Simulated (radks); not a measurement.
# Fractional charge and spin in the 3s shell of phosphorus

The task here is to estimate one member of a computed series from the others.

Method: non-relativistic Kohn-Sham, BLYP, spin-polarised, spherical densities, point nucleus. Code: radks (a radial shooting solver on a logarithmic mesh, Libxc functionals) version 1.

## Starting point

* element: phosphorus (Z = 15)
* configuration: [Ne] 3p(up 1.5, down 1.5) 3s(up 1, down 1)

A shell typed twice in an input gives spin up, then spin down.

The first run:

Input:

```text
Z 15
configuration [Ne] 3p1.5 3p1.5 3s1 3s1
relativity non-relativistic
functional b88,lyp
spin polarised
nucleus point
```

Among the steps run: 3s: up 1, down 1.

One table of the session follows, with a row left open; its other results are not shown here.

It belongs to the step «3s: up 1, down 1». Sizes of the orbitals, from the radial functions (bohr):

```
level     <r>  outermost maximum (interpolated)  90 % within  nodes
   1s  0.1040                            0.0680        0.186      0
   2s  0.5223                             0.421        0.821      1
   2p  0.4861                             0.354        0.813      0
   3s   1.895                              1.57         2.89      2
   3p       ?                                 ?            ?      ?
```

Q: Estimate the row for 3p from the others.

As computed: <r>: 2.384; outermost maximum (interpolated): 1.82; 90 % within: 3.81; nodes: 1. In the column «<r>» it is the highest.
